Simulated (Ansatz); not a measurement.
**ZnF radical (SMILES [F][Zn]): one structure at several levels**

The task here is to estimate one member of a computed series from the others.

Method: single points in def2-TZVPP; program: Ansatz 0.2.0, Gaussian basis.

Correlated methods freeze the cores. The 3s and 3p shells of Cu and Zn are frozen; filled d shells are correlated. Orbitals are unrestricted.

### Starting geometry

SMILES `[F][Zn]`, 2 atoms, charge 0, spin multiplicity 2.

Atoms are counted from 1 here; the program's logs count them from 0.

Bond lengths: F1–Zn2 1.787 Å.

As a file:

```
F    -0.73220    0.23320   -0.40700
Zn    0.78090   -0.25250    0.41130
```

Set-up of the first run:

run/in.yaml

```yaml
crystal:
  periodic: [false, false, false]
  atoms:
    - {symbol: F, position_ang: [-0.732200, 0.233200, -0.407000]}
    - {symbol: Zn, position_ang: [0.780900, -0.252500, 0.411300]}
basis:
  gaussian: {orbitals: def2-TZVPP}
magnetization: {spin_polarized: true, initial_magnetization: 1}
correlation: {method: ccsd_t, frozen_orbitals: {F: 1, Zn: 9}}
scf: {omitted_lower_state_checks: [cluster_reference]}
output: {forces: true}
```

No record of the launch command was kept for these runs.

Steps of the session up to this table: CCSD(T)/def2-TZVPP; PBE0-D4/def2-TZVPP; wB97M-V/def2-TZVPP; r2SCAN-D4/def2-TZVPP; PBE-D4/def2-TZVPP; CAM-B3LYP-D4/def2-TZVPP; wB97X-V/def2-TZVPP.

One table of the session follows, with a row left open; its other results are not shown here.

```
      method  RMS force component (eV/Å)  angle to CCSD(T) forces (°)  dipole (D)
     CCSD(T)                       0.097                    reference        3.09
     PBE0-D4                           ?                            ?           ?
     wB97M-V                       0.004                        180.0        3.02
   r2SCAN-D4                       0.081                          0.0        2.91
      PBE-D4                       0.199                        180.0        2.74
CAM-B3LYP-D4                       0.046                          0.0        3.14
     wB97X-V                       0.010                          0.0        3.08
```

Q: Estimate the row for PBE0-D4 from the others.

As computed: RMS force component (eV/Å): 0.011; angle to CCSD(T) forces (°): 0.0; dipole (D): 3.06. In the column «RMS force component (eV/Å)» it lies between wB97X-V (0.010) and CAM-B3LYP-D4 (0.046).
